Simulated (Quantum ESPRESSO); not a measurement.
SiF in Quantum ESPRESSO: the effect of target pressure

SiF:

```
Si F
1.0
     1.33860    0.77284    3.89831
    -1.33860    0.77284    3.89831
     0.00000   -1.54568    3.89831
Si F
1 1
Direct
  0.50000 0.50000 0.50000
  0.00000 0.00000 0.00000
```

The cell was built by a generator and needn't be a form met in nature.

Alike in all runs:

```yaml
Program: Quantum ESPRESSO 7.5
Task: phonons
Functional: LDA
Potentials_or_basis: GBRV 1.5 LDA
Cutoff: 612 eV
Density_cutoff: 4898 eV
k_mesh: 8 × 8 × 8, shifted
Occupations: fermi-dirac, width 0.05 eV
Spin: no spin polarisation
```

Each run relaxes the cell or the atoms first.

```csv
target pressure,relaxed volume (Å³/atom),highest phonon frequency (cm⁻¹)
0 GPa,11.25,-9
5 GPa,?,?
10 GPa,10.28,-10
20 GPa,9.66,-9
40 GPa,8.79,107
```

Task: What does the run with target pressure 5 GPa give?

Result: Relaxed volume 10.69 Å³/atom; highest phonon frequency -8 cm⁻¹.

Worked out: In Murnaghan's law V^(-B') rises as a straight line in P. The other rows fit best with B' = 4.2, V0 = 11.25 Å³/atom and B0 = 93 GPa, which gives 10.72 Å³/atom at 5 GPa, against the run's 10.69. A parabola through the other rows of the highest phonon frequency, of slope -1.18 cm⁻¹ per GPa there, gives -15 cm⁻¹, against the run's -8.

Caveats: some modes are imaginary; an odd number of electrons without spin polarisation forces a metal; a magnetic or distorted state may lie lower; the cell is more than 3 GPa from zero pressure, which shifts response properties (some runs); the volume moved by over 15 % at a fixed basis, so the end points are rough (some runs).
